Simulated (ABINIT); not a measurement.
# Be2S (P-4m2) in ABINIT: settings compared, part 2 of 2

ABINIT 10.8.3 (patched build). The steps go on from the part before.

## Step 4: Relaxation of cell and atoms, LDA-Teter

File run.abi:

```
# Pseudopotentials
pp_dirpath "./"
pseudos "Be.hgh, S.hgh"

# Structure
acell 3*1.0 Angstrom
rprim
     3.1575700000     0.0000000000     0.0000000000
     0.0000000000     3.1575700000     0.0000000000
     0.0000000000     0.0000000000     3.9403700000
ntypat 2
znucl 4 16
natom 3
typat 1 1 2
chkprim 0
chksymtnons 0
tolsym 1.0e-6
xred
            0.0            1/2   0.1685400000
            1/2            0.0   0.8314600000
            1/2            1/2            1/2

# Plane-wave basis
ecut 761.918815 eV
ecutsm 0.5

# k points
kptopt 1
ngkpt 6 6 5
nshiftk 1
shiftk 0.0 0.0 0.0

# Exchange and correlation
ixc 1

# Bands and occupations
nband 9
occopt 3
tsmear 0.05 eV

# SCF cycle
nstep 80
tolvrs 1.0e-12

# Output
iomode 3
prteig 0
prtebands 0
prtwf 0
prtden 0

# Relaxation
ionmov 2
optcell 2
ntime 50
tolmxf 2.0e-5
dilatmx 1.08
```

Potentials or basis: HGH LDA.

Command:

```
$ abinit run.abi > log 2>&1
```

run.abo:

```text
.Version 10.8.3 of ABINIT
 Symmetries : space group P-4 m 2 (#115); Bravais tP (primitive tetrag.)
================================================================================
 Values of the parameters that define the memory need of the present run
     intxc =       0    ionmov =       2      iscf =       7    lmnmax =       3
     lnmax =       3     mgfft =      40  mpssoang =       2    mqgrid =    3001
     natom =       3  nloc_mem =       1    nspden =       1   nspinor =       1
    nsppol =       1      nsym =       8    n1xccc =       0    ntypat =       2
    occopt =       3   xclevel =       1
       mpw =        2381          nfft =       40960          nkpt =          30
================================================================================
================================================================================

--------------------------------------------------------------------------------
------------- Echo of variables that govern the present computation ------------
--------------------------------------------------------------------------------
 -outvars: echo values of preprocessed input variables --------
            acell      1.8897261259E+00  1.8897261259E+00  1.8897261259E+00 Bohr
              amu      9.01218200E+00  3.20660000E+01
          chkprim           0
      chksymtnons           0
          dilatmx      1.08000000E+00
             ecut      2.80000000E+01 Hartree
           ecutsm      5.00000000E-01 Hartree
           ionmov           2
         kptrlatt        6    0    0      0    6    0      0    0    5
          kptrlen      3.58016551E+01
            natom           3
            nband           9
            ngfft          32      32      40
             nkpt          30
            nstep          80
             nsym           8
            ntime          50
           ntypat           2
           occopt           3
          optcell           2
           prtden           0
        prtebands           0
           prteig           0
            prtwf           0
            rprim      3.1575700000E+00  0.0000000000E+00  0.0000000000E+00
                       0.0000000000E+00  3.1575700000E+00  0.0000000000E+00
                       0.0000000000E+00  0.0000000000E+00  3.9403700000E+00
          spgroup         115
           tolmxf      2.00000000E-05
           tolsym      1.00000000E-06
[... 1437 lines left out ...]
    3     -0.00000000000000    -0.00000000000000    -0.00000000000000
 frms,max,avg= 1.4128876E-06 2.9971872E-06   0.000E+00  0.000E+00  0.000E+00 h/b

 cartesian forces (eV/Angstrom) at end:
    1     -0.00000000000000    -0.00000000000000    -0.00015412156453
    2     -0.00000000000000    -0.00000000000000     0.00015412156453
    3     -0.00000000000000    -0.00000000000000    -0.00000000000000
 frms,max,avg= 7.2653602E-05 1.5412156E-04   0.000E+00  0.000E+00  0.000E+00 e/A
 length scales=  5.847592282872  5.847592282872  7.213243656036 bohr
              =  3.094412572649  3.094412572649  3.817084156875 angstroms
 Fermi (or HOMO) energy (hartree) =   0.28406   Average Vxc (hartree)=  -0.36799
 Eigenvalues (hartree) for nkpt=  30  k points:
 kpt#   1, nband=  9, wtk=  0.00556, kpt=  0.0000  0.0000  0.0000 (reduced coord)
  -0.28529    0.08970    0.15676    0.18003    0.18003    0.41262    0.44460    0.55004
   0.55004
      occupation numbers for kpt#   1
   2.00000    2.00000    2.00000    2.00000    2.00000    0.00000    0.00000    0.00000
   0.00000
 prteigrs : prtvol=0 or 1, do not print more k-points.

--- !EnergyTerms
iteration_state     : {dtset: 1, itime: 13, icycle: 1, }
comment             : Components of total free energy in Hartree
kinetic             :  5.58912249850496E+00
hartree             :  1.55537044456015E+00
xc                  : -3.41217209109671E+00
Ewald energy        : -1.23002878522272E+01
psp_core            : -2.71767564428164E-01
local_psp           : -6.16726221259178E+00
non_local_psp       :  2.46826530084539E+00
internal            : -1.25387314764334E+01
'-kT*entropy'       : -1.59499254138392E-04
total_energy        : -1.25388909756875E+01
total_energy_eV     : -3.41200605435679E+02
band_energy         :  5.45352162231127E-01
...

 rms coord change=  1.4491E-03   atom, delta coord (reduced):
     1        0.000000000000      0.000000000000     -0.003074101385
     2        0.000000000000      0.000000000000      0.003074101385
     3        0.000000000000      0.000000000000      0.000000000000

 Cartesian components of stress tensor (hartree/bohr^3)
  sigma(1 1)=  1.79758940E-08  sigma(3 2)=  0.00000000E+00
  sigma(2 2)=  1.79758940E-08  sigma(3 1)=  0.00000000E+00
  sigma(3 3)= -1.09643861E-07  sigma(2 1)=  0.00000000E+00

-Cartesian components of stress tensor (GPa)         [Pressure=  7.2270E-04 GPa]
- sigma(1 1)=  5.28869062E-04  sigma(3 2)=  0.00000000E+00
- sigma(2 2)=  5.28869062E-04  sigma(3 1)=  0.00000000E+00
- sigma(3 3)= -3.22583376E-03  sigma(2 1)=  0.00000000E+00

== END DATASET(S) ==============================================================
================================================================================

 -outvars: echo values of variables after computation  --------
            acell      5.8475922829E+00  5.8475922829E+00  7.2132436560E+00 Bohr
           etotal     -1.2538890976E+01
            fcart     -0.0000000000E+00 -0.0000000000E+00 -2.9971872386E-06
                      -0.0000000000E+00 -0.0000000000E+00  2.9971872386E-06
                      -0.0000000000E+00 -0.0000000000E+00 -1.4117215788E-22
           strten      1.7975894043E-08  1.7975894043E-08 -1.0964386077E-07
                       0.0000000000E+00  0.0000000000E+00  0.0000000000E+00
           xangst      0.0000000000E+00  1.5472062863E+00  6.3159726011E-01
                       1.5472062863E+00  0.0000000000E+00  3.1854868968E+00
                       1.5472062863E+00  1.5472062863E+00  1.9085420784E+00
             xred      0.0000000000E+00  5.0000000000E-01  1.6546589862E-01
                       5.0000000000E-01  0.0000000000E+00  8.3453410138E-01
                       5.0000000000E-01  5.0000000000E-01  5.0000000000E-01
 Calculation completed.
```

It took 1.7 min on 1 thread of Intel Xeon Platinum 8488C (Sapphire Rapids), shared host; peak memory 0.07 GiB.

Results:

* Free energy: -341.2006 eV
* Relaxed volume: 12.18 Å³/atom
* Relaxed cell: a = 3.094 Å, b = 3.094 Å, c = 3.817 Å, α = 90.00°, β = 90.00°, γ = 90.00°
* Space group after relaxing (to 0.05 Å): P-4m2 (No. 115)
* Energy gained by relaxing: 15.3 meV/atom
* Ionic steps: 13
* Pressure after relaxing: 0.0 GPa
* Band gap on the k mesh: none (metal or under the smearing width)

Step by step:
| step | energy change (eV) | largest force (eV/Å) | pressure (GPa) | volume (Å³) |
| --- | --- | --- | --- | --- |
| 1 | 0.0000 | 0.2544 | -5.36 | 39.29 |
| 2 | -0.0201 | 0.1616 | -4.06 | 38.65 |
| 3 | -0.0437 | 0.1209 | 0.10 | 36.85 |
| 4 | -0.0439 | 0.0991 | -0.12 | 36.92 |
| 5 | -0.0445 | 0.0584 | -0.35 | 36.95 |
| 6 | -0.0452 | 0.0107 | -0.41 | 36.86 |
| 7 | -0.0457 | 0.0126 | -0.21 | 36.68 |
| 8 | -0.0458 | 0.0102 | 0.00 | 36.57 |
| 9 | -0.0459 | 0.0026 | 0.10 | 36.52 |
| 10 | -0.0460 | 0.0044 | 0.13 | 36.51 |
| 11 | -0.0460 | 0.0044 | 0.07 | 36.53 |
| 12 | -0.0460 | 0.0015 | 0.02 | 36.54 |
| 13 | -0.0460 | 0.0002 | 0.00 | 36.55 |

Final structure:
```
Be S
1.0
     3.09441    0.00000    0.00000
     0.00000    3.09441    0.00000
     0.00000    0.00000    3.81708
Be S
2 1
Direct
  0.00000 0.50000 0.16547
  0.50000 0.00000 0.83453
  0.50000 0.50000 0.50000
```

Caveat: HGH potentials are hard and often keep d shells in the core, so these values are rough.

## Step 5: Single point, LDA-Teter (cell relaxed)

File run.abi:

```
# Pseudopotentials
pp_dirpath "./"
pseudos "Be.hgh, S.hgh"

# Structure
acell 5.8475922739 5.8475922739 7.213243657
rprim
     1.0000000000     0.0000000000     0.0000000000
     0.0000000000     1.0000000000     0.0000000000
     0.0000000000     0.0000000000     1.0000000000
ntypat 2
znucl 4 16
natom 3
typat 1 1 2
xcart
     0.0000000000     2.9237961369     1.1935458536
     2.9237961369     0.0000000000     6.0196978034
     2.9237961369     2.9237961369     3.6066218285
chkprim 0
chksymtnons 0
tolsym 1.0e-6

# Plane-wave basis
ecut 28.0

# k points
kptopt 1
ngkpt 6 6 5
nshiftk 1
shiftk 0.0 0.0 0.0

# Exchange and correlation
ixc 1

# Bands and occupations
nband 9
occopt 3
tsmear 0.00183747

# SCF cycle
nstep 100
tolvrs 1.0e-10

# Output
iomode 3
prtwf 0
prtden 0
prteig 0
prtebands 0
```

Command:

```
$ abinit run.abi > log 2>&1
```

Wall time 6.8 s (1 thread of Intel Xeon Platinum 8488C (Sapphire Rapids), shared host); peak memory 0.07 GiB.

It converged, with:

- Free energy: -341.2015 eV
- Pressure: -0.3 GPa
- Band gap on the k mesh: none (metal or under the smearing width)
- Valence electrons inside the program's atomic spheres: Be 1.16; S 4.08

Levels at points of the mesh, in eV from the Fermi level:
| k point | band 1 | band 2 | band 3 | band 4 | band 5 | band 6 | band 7 | band 8 | band 9 |
| --- | --- | --- | --- | --- | --- | --- | --- | --- | --- |
| (0.00, 0.00, 0.00) | -15.49 | -5.29 | -3.46 | -2.83 | -2.83 | 3.50 | 4.37 | 7.24 | 7.24 |
| (0.50, 0.00, 0.00) | -14.30 | -7.88 | -4.54 | -1.90 | -0.37 | -0.27 | 3.97 | 5.57 | 5.80 |
| (0.50, 0.50, 0.00) | -13.26 | -6.23 | -6.23 | -3.81 | -2.30 | 1.85 | 2.91 | 2.91 | 6.72 |

Caveat: HGH potentials are hard and often keep d shells in the core, so these values are rough.

## Step 6: Single point, PBEsol (cell stretched)

File run.abi:

```
# Pseudopotentials
pp_dirpath "./"
pseudos "Be.GGA_PBE-JTH.xml, S.GGA_PBE-JTH.xml"

# Structure
acell 3.1991217387 3.1991217387 3.99222292 Angstrom
rprim
     1.0000000000     0.0000000000     0.0000000000
     0.0000000000     1.0000000000     0.0000000000
     0.0000000000     0.0000000000     1.0000000000
ntypat 2
znucl 4 16
natom 3
typat 1 1 2
xred
     0.0000000000     0.5000000000     0.1685400000
     0.5000000000     0.0000000000     0.8314600000
     0.5000000000     0.5000000000     0.5000000000
chkprim 0
chksymtnons 0
tolsym 1.0e-6

# Plane-wave basis
ecut 16.0
pawecutdg 32.0
pawxcdev 0

# k points
kptopt 1
ngkpt 6 6 5
nshiftk 1
shiftk 0.0 0.0 0.0

# Exchange and correlation
ixc -116133

# Bands and occupations
nband 11
occopt 3
tsmear 0.00183747

# SCF cycle
nstep 100
tolvrs 1.0e-9

# Output
iomode 3
prtwf 0
prtden 0
prteig 0
prtebands 0
```

Potentials or basis: JTH PAW PBE v2.0.

Command:

```
$ abinit run.abi > log 2>&1
```

Wall time 12 s (1 thread of Intel Xeon Platinum 8488C (Sapphire Rapids), shared host); peak memory 0.09 GiB.

Results (log left out):

| Item | Value |
| --- | --- |
| Free energy | -1079.4792 eV |
| Largest force | 0.146 eV/Å |
| Band gap on the k mesh | none (metal or under the smearing width) |
| Valence electrons inside the program's atomic spheres | Be 2.50; S 3.68 |

Forces on the atoms (eV/Å):
```
Be   0.000  0.000  0.146
Be   0.000  0.000 -0.146
S    0.000  0.000  0.000
```

Levels at points of the mesh, in eV from the Fermi level:
```tsv
k point	band 5	band 6	band 7	band 8	band 9	band 10
(0.00, 0.00, 0.00)	-3.44	-2.63	-2.63	3.50	4.48	6.95
(0.50, 0.00, 0.00)	-4.30	-1.82	-0.39	-0.26	3.72	5.59
(0.50, 0.50, 0.00)	-5.80	-3.65	-1.83	1.77	2.90	2.90
```

Caveat: the cutoff is too short for stress, so the log's stress isn't used; the PAW data sets were made with another functional, which shifts forces and pressure a little.

## Step 7: Overview

```tsv
level	potentials or basis	cell	cutoff (eV)	fine-grid cutoff	gap on the mesh (eV)	pressure (GPa)	largest force (eV/Å)
LDA	PseudoDojo NC SR LDA v0.4 stringent	as given	1333	-	none	-4.6	0.10
LDA-PZ	PseudoDojo NC SR LDA v0.4 stringent	cell strained at random	1442	-	none	-3.7	0.65
PBEsol	JTH PAW PBE v2.0	cell stretched	435	870.764 eV	none	-	0.15
```

Alike in all rows: task single point; no spin polarisation; k mesh 6 × 6 × 5; smearing fermi-dirac 0.05 eV.

Caveats: the PAW data sets were made with another functional, which shifts forces and pressure a little (some runs).

Absolute energies hang on the potentials; compare differences alone.
